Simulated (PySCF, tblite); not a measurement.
# C8H7O2P: geometry, infrared bands and NMR shifts

Wanted: the infrared bands and NMR shifts of C8H7O2P (`COc1oc2ccccc2p1`), by calculation.

Programs: tblite 0.8.0 and PySCF 2.14.0, with density-fitted response routines of our own. Each step states its level of theory. These are calculated values for one molecule in the gas phase, unless marked as measured. Atoms count from 0, in the outputs and in this text.

## Step 1: Starting geometry

18 atoms, charge 0, multiplicity 1; geometry from: force field or distance geometry start.

Bonds of the start (Å): C0–O1 1.43, O1–C2 1.31, C2–O3 1.38, O3–C4 1.37, C4–C5 1.40, C5–C6 1.40, C6–C7 1.40, C7–C8 1.41, C8–C9 1.39, C9–P10 1.84, P10–C2 1.85, C9–C4 1.40, C0–H11 1.10, C0–H12 1.08, C0–H13 1.09, C5–H14 1.09, C6–H15 1.08, C7–H16 1.09, C8–H17 1.09.

## Step 2: Optimising the geometry with GFN2-xTB

The job: settings as JSON, then the geometry in Å.

```
{"job": {"kind": "relax", "xc": "GFN2-xTB", "basis": "xTB"}, "charge": 0, "multiplicity": 1}
C      3.315200    -1.243400     0.774700
O      2.100800    -1.938400     1.058300
C      0.983300    -1.348800     0.705600
O      1.066600    -0.117500     0.077500
C     -0.182000     0.349200    -0.216600
C     -0.417000     1.571500    -0.861100
C     -1.744300     1.922500    -1.111300
C     -2.790100     1.081000    -0.731000
C     -2.549300    -0.152500    -0.097000
C     -1.227700    -0.505700     0.159400
P     -0.699200    -2.063000     0.974600
H      3.333600    -0.282600     1.301800
H      3.419200    -1.094800    -0.293800
H      4.151000    -1.846300     1.126500
H      0.405400     2.228600    -1.141800
H     -1.968600     2.865400    -1.588400
H     -3.821100     1.378400    -0.939800
H     -3.384700    -0.797300     0.184100
```

On the command line:

```
OMP_NUM_THREADS=1 python probes_run.py task.json out
```

The driver reads the jobs from task.json and runs them one after another.

**Question.** This job is followed by: GFN2-xTB harmonic vibrations, gas phase; GIAO PBE0/pcSseg-1 NMR shielding, non-relativistic, gas phase. Predict these results of the whole session: strongest single infrared mode (GFN2-xTB); zero-point energy (GFN2-xTB); ¹³C shifts against TMS (PBE0/pcSseg-1); ¹H shifts against TMS (PBE0/pcSseg-1, means over atoms taken as alike); ¹⁷O shifts against H2O (PBE0/pcSseg-1); ³¹P shifts against H3PO4 (PBE0/pcSseg-1); surface potential, 1st and 99th percentile.

As calculated:

| quantity | value |
| --- | --- |
| strongest single infrared mode (GFN2-xTB) | 1309 cm⁻¹, 525 km/mol |
| zero-point energy (GFN2-xTB) | 81.5 kcal/mol |
| ¹³C shifts against TMS (PBE0/pcSseg-1) | 212.5, 157.6, 147.0, 134.4, 128.5, 128.3, 116.9, 56.9 ppm |
| ¹H shifts against TMS (PBE0/pcSseg-1, means over atoms taken as alike) | 8.18, 7.67, 7.54, 7.52, 4.24 ppm |
| ¹⁷O shifts against H2O (PBE0/pcSseg-1) | 291.5, 134.1 ppm |
| ³¹P shifts against H3PO4 (PBE0/pcSseg-1) | 3.5 ppm |
| surface potential, 1st and 99th percentile | -0.81 V and 1.12 V |

What this shows: Relaxing lowered the energy by 0.369 eV in 16 steps; the close pair that moved most is C2–P10, from 1.847 to 1.718 Å. No mode is imaginary among the 48: a minimum at this level. The strongest single mode, at 1309 cm⁻¹, moves mainly C2. Unscaled tight-binding wavenumbers are off by several per cent, some by more. Its intensities can rank the bands wrongly. NICS(1)zz of -17 ppm above the planar ring from C2 marks a diatropic (aromatic) ring current. NICS(1)zz of -29 ppm above the planar ring from C4 marks a diatropic (aromatic) ring current. By nearest atom (PBE0/pcSseg-1), the HOMO sits on P10 38 %; C2 18 % and the LUMO on C2 27 %; P10 14 %.
